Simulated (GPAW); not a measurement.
The system is Pt.

```
Pt
1.0
     0.00000    1.96180    1.96180
     1.96180    0.00000    1.96180
     1.96180    1.96180    0.00000
Pt
1
Cartesian
  0.0000 0.0000 0.0000
```

Base run:

```yaml
Program: GPAW 26.7.0
Functional: PBE
Potentials_or_basis: GPAW PAW data sets (gpaw-data 1.2.1)
Cutoff: 600 eV
Basis: pw
k_mesh: 16 × 16 × 16
Occupations: fermi-dirac, width 0.05 eV
Spin: spin-orbit coupling, no magnetisation
```

Its results: pressure 9.2 GPa.

The run is repeated on the same cell with these changes: functional from PBE to LDA; potentials or basis from GPAW PAW data sets (gpaw-data 1.2.1) to the program's PAW data sets (release 1.2.1) made for this functional. What comes out?

Pressure -7.6 GPa.

Caveats: spin-orbit coupling was added after a scalar SCF, so levels and gaps hold it while energy, forces, pressure and moments don't.

Not every run made on this cell is shown here.
